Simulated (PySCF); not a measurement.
**As (quartet) with other numerical set-ups**

Which parts of the numerical set-up matter for As (quartet)? Each run edits the base script.

The runs use PySCF 2.14.0; each script names its method and basis.

1 further run of the same task is left out (it didn't finish).

## (1) The atom

As (quartet): 1 atom, charge 0, spin multiplicity 4.

## (2) The base run

Contents of input.py:

```python
from pyscf import gto, scf, cc

mol = gto.M(
    atom='As 0 0 0',
    basis='sbkjc',
    ecp={'As': 'sbkjc'},
    charge=0,
    spin=3,
    verbose=3,
)
mf = scf.UHF(mol)
mf.kernel()
mycc = cc.CCSD(mf)
mycc.kernel()
e = mycc.ipccsd(nroots=4)[0]
print('roots (eV) =', (e*27.211386).round(3))
mf.dip_moment()
print('orbital energies (hartree):', [e[max(0, n-3):n+3].round(4) for e, n in zip(mf.mo_energy, mol.nelec)])
```

Command:

```console
$ OMP_NUM_THREADS=1 python input.py
```

The log of this run is left out.

Base result: E(SCF) = -6.052219 Eh, E(CCSD) − E(SCF) = -0.00813 Eh, ⟨S²⟩ = 3.750, ionisation roots 9.399, 9.399, 9.399, 14.506 eV.

The quartet is typed in the script; nothing here shows that it is the ground state.

## (3) Cc-pcvdz (core potential off)

Variant 1 changes basis set: sbkjc → cc-pcvdz; core potential: on → off. The core potential changes with it: totals don't compare.

Contents of input.py:

```python
from pyscf import gto, scf, cc

mol = gto.M(
    atom='As 0 0 0',
    basis='cc-pcvdz',
    charge=0,
    spin=3,
    verbose=3,
)
mf = scf.UHF(mol)
mf.kernel()
mycc = cc.CCSD(mf)
mycc.kernel()
e = mycc.ipccsd(nroots=4)[0]
print('roots (eV) =', (e*27.211386).round(3))
mf.dip_moment()
print('orbital energies (hartree):', [e[max(0, n-3):n+3].round(4) for e, n in zip(mf.mo_energy, mol.nelec)])
```

Command:

```console
$ OMP_NUM_THREADS=1 python input.py
```

## (4) Ano-rcc-vdzp (core potential off, X2C on)

Variant 2 changes basis set: sbkjc → ano-rcc-vdzp; core potential: on → off; spin-free X2C: off → on. The core potential changes with it: totals don't compare.

input.py: that of step 2 with these lines changed.

```diff
@@ -4,4 +4,3 @@
     atom='As 0 0 0',
-    basis='sbkjc',
-    ecp={'As': 'sbkjc'},
+    basis='ano-rcc-vdzp',
     charge=0,
@@ -11,2 +10,3 @@
 mf = scf.UHF(mol)
+mf = mf.sfx2c1e()
 mf.kernel()
```

## (5) Def2-svp (core potential off)

Variant 3 changes basis set: sbkjc → def2-svp; core potential: on → off. The core potential changes with it: totals don't compare.

input.py: that of step 2 with these lines changed.

```diff
@@ -4,4 +4,3 @@
     atom='As 0 0 0',
-    basis='sbkjc',
-    ecp={'As': 'sbkjc'},
+    basis='def2-svp',
     charge=0,
```

## (6) Sapporo-dkh3-dzp-2012 (core potential off, X2C on)

Variant 4 changes basis set: sbkjc → sapporo-dkh3-dzp-2012; core potential: on → off; spin-free X2C: off → on. The core potential changes with it: totals don't compare.

input.py: that of step 2 with these lines changed.

```diff
@@ -4,4 +4,3 @@
     atom='As 0 0 0',
-    basis='sbkjc',
-    ecp={'As': 'sbkjc'},
+    basis='sapporo-dkh3-dzp-2012',
     charge=0,
@@ -11,2 +10,3 @@
 mf = scf.UHF(mol)
+mf = mf.sfx2c1e()
 mf.kernel()
```

## (7) Def2-tzvp (core potential off)

Variant 5 changes basis set: sbkjc → def2-tzvp; core potential: on → off. The core potential changes with it: totals don't compare.

input.py: that of step 2 with these lines changed.

```diff
@@ -4,4 +4,3 @@
     atom='As 0 0 0',
-    basis='sbkjc',
-    ecp={'As': 'sbkjc'},
+    basis='def2-tzvp',
     charge=0,
```

Q: Predict the outcome of this session. Wanted: for each run, E(SCF); from base; gap, α spin; after the SCF.

The runs gave:

| run | E(SCF) (hartree) | from base (eV) | gap, α spin (eV) | functions | after the SCF |
| --- | --- | --- | --- | --- | --- |
| base | -6.052219 | 0 | n/a | 8 | CCSD correlation -0.221 eV, first root 9.40 eV |
| cc-pcvdz (core potential off) | -2234.167389 | not comparable | 21.59 | 43 | CCSD correlation -17.087 eV, first root 9.78 eV |
| ano-rcc-vdzp (core potential off, X2C on) | -2259.032987 | not comparable | 15.81 | 27 | CCSD correlation -2.370 eV, first root 9.75 eV |
| def2-svp (core potential off) | -2233.916923 | not comparable | 18.28 | 32 | CCSD correlation -5.804 eV, first root 9.76 eV |
| sapporo-dkh3-dzp-2012 (core potential off, X2C on) | -2258.979281 | not comparable | 17.51 | 43 | CCSD correlation -17.394 eV, first root 9.82 eV |
| def2-tzvp (core potential off) | -2234.194168 | not comparable | 18.91 | 48 | CCSD correlation -8.002 eV, first root 9.94 eV |

**Reading.** The dearest run is “def2-tzvp (core potential off)”, at 17 s against 0.72 s.
